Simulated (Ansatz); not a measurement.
# Hf3TiN4: the cost of one run

Computed with Ansatz 0.2.0 (DFT PBE, scalar-relativistic, plane waves, PAW, unless a step names another level, unless a step's input says otherwise).

1 further run of the same task is left out (set aside as unsound or not needed). Runs told in other sessions of the task aren't counted.

**1. Starting point**

Symmetry: P4/mmm, No. 123, tetragonal system. The conventional cell has a = 3.176 Å, b = 3.176 Å, c = 8.978 Å, α = 90.00°, β = 90.00°, γ = 90.00°. Around Hf (site symmetry 4mm) lie 6 N at 2.16 to 2.33 Å. Hf (site symmetry 4/mmm) is surrounded by 6 N at 2.25 to 2.28 Å. Ti (site symmetry 4/mmm) has 6 N at 2.21 to 2.25 Å in its first shell of neighbours. N (site symmetry 4mm) has 1 Ti at 2.21 Å and 5 Hf at 2.25 to 2.28 Å in its first shell of neighbours. Around N (site symmetry 4/mmm) lie 6 Hf at 2.25 to 2.33 Å. N (site symmetry 4/mmm) has 2 Hf at 2.16 Å and 4 Ti at 2.25 Å in its first shell of neighbours.

Structure file:

```xyz
8
Lattice="3.1762 0.0000 0.0000 0.0000 3.1762 0.0000 0.0000 0.0000 8.9784" Properties=species:S:1:pos:R:3 pbc="T T T"
Hf    1.5881    1.5881    2.1561
Hf    0.0000    0.0000    4.4892
Hf    1.5881    1.5881    6.8223
Ti    0.0000    0.0000    0.0000
N     0.0000    0.0000    2.2102
N     1.5881    1.5881    4.4892
N     0.0000    0.0000    6.7682
N     1.5881    1.5881    0.0000
```

The cell was relaxed beforehand at this level, from a generated guess; it is a trial structure. At a tolerance of 0.05 Å it has space group P4/mmm (No. 123); it has 11.32 Å³/atom, an uncorrected energy of -1.65 eV/atom over the elements and, on its mesh, gap none (metal).

**2. Elastic constants, atoms relaxed**

The input, input.yaml:

```yaml
crystal:
  lattice:
    - [3.1777297067, 0.0, 0.0]
    - [0.0, 3.1777297067, 0.0]
    - [0.0, 0.0, 8.9768208086]
  atoms:
    - { symbol: Hf, position: [0.5, 0.5, 0.2400586757] }
    - { symbol: Hf, position: [0.0, 0.0, 0.5] }
    - { symbol: Hf, position: [0.5, 0.5, 0.7599413243] }
    - { symbol: Ti, position: [0.0, 0.0, 0.0] }
    - { symbol: "N", position: [0.0, 0.0, 0.2459988837] }
    - { symbol: "N", position: [0.5, 0.5, 0.5] }
    - { symbol: "N", position: [0.0, 0.0, 0.7540011163] }
    - { symbol: "N", position: [0.5, 0.5, 0.0] }
basis:
  ecutwfc: 420
kpoints:
  mp_grid: { grid: [12, 12, 4] }
hamiltonian:
  xc: pbe
scf:
  occupations: { method: fermi_dirac, width: 0.15 }
output:
  forces: true
  stress: true
  eigenvalues: true
elastic:
  mode: relaxed_ion
  amplitude: 0.005
  stencil: two_point
```

Launch:

```
> ansatz run input.yaml --threads 4 --pin off --max-ram 8192MiB --backend cpu --events-out ev --progress --plain --runs-dir out
```

What time and memory should one allow on 4 threads of Intel Xeon Platinum 8259CL at 2.50GHz (Skylake/Cascade Lake), shared host?

About 10 min, with a peak of 1.3 GiB.
